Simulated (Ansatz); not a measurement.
CH5B2F, SMILES BC(B)F, an atomisation energy

Computed with Ansatz 0.2.0, Python API.

Typed at the interpreter:
```pycon
>>> from collections import Counter
>>> import ansatz as az
>>> from ase import Atoms
>>> BASIS = '6-31G*'
>>> FUNCTIONAL = 'PBE0'
>>> def energy(molecule, charge=0, unpaired=0):
...     calc = molecule.calculation().basis(gaussian=BASIS).functional(FUNCTIONAL)
...     if charge:
...         calc = calc.charge(charge)
...     if unpaired:
...         calc = calc.spin('collinear', total=unpaired)
...     return calc.run(threads=1, backend='cpu').report['free_energy_ev']
...
>>> atoms = Atoms(['B', 'C', 'B', 'F', 'H', 'H', 'H', 'H', 'H'], positions=[
...     (-0.7142, 0.882, -0.5838),
...     (-0.3819, -0.4701, 0.0601),
...     (1.0912, -0.4243, 0.5613),
...     (-0.4443, -1.4631, -0.8797),
...     (-1.0947, 0.9738, -1.7455),
...     (-0.7487, 1.9297, 0.0533),
...     (-1.0274, -0.6667, 0.9212),
...     (1.482, 0.3592, 1.4082),
...     (1.9264, -1.1668, 0.1879),
... ])
>>> mol = az.Crystal.molecule_from_ase(atoms)
>>> # unpaired electrons of the ground-state atoms
>>> unpaired = {'B': 1, 'C': 2, 'F': 1, 'H': 1}
>>> counts = Counter(site.symbol for site in mol.cartesian_sites)
>>> atom_energy = {s: energy(az.Crystal.molecule().atom(s, (0, 0, 0)), 0, unpaired[s]) for s in counts}

>>> whole = energy(mol, 0, 0)
>>> for s, e in atom_energy.items():
...     print(f'{s:2s} x{counts[s]}  {e:14.5f} eV')
...
B  x2      -669.66119 eV
C  x1     -1028.41225 eV
F  x1     -2710.92443 eV
H  x5       -13.58146 eV
>>> print(f'CH5B2F: {whole:.5f} eV')
CH5B2F: -5179.92168 eV
>>> split = sum(counts[s] * e for s, e in atom_energy.items()) - whole
>>> print(f'atomisation energy (no zero-point term): {96.485332 * split:.1f} kJ/mol, {split / sum(counts.values()):.3f} eV an atom')
atomisation energy (no zero-point term): 3218.3 kJ/mol, 3.706 eV an atom
```

3218.3 kJ/mol from the electronic energies, without the zero-point term.

Caveats:
- These settings explore the input space; basis and method may be short of convergence.
- The geometry is a force-field or estimated start, not a minimum of this method, and the basis set is short of its limit. All parts are taken at fixed geometry, without zero-point energy.
- Timing: 2.4 s on 1 thread of Arm Neoverse V1, with other jobs on the host, peak memory 0.2 GiB.

(Lines on the test bed's own set-up are left out of the output.)
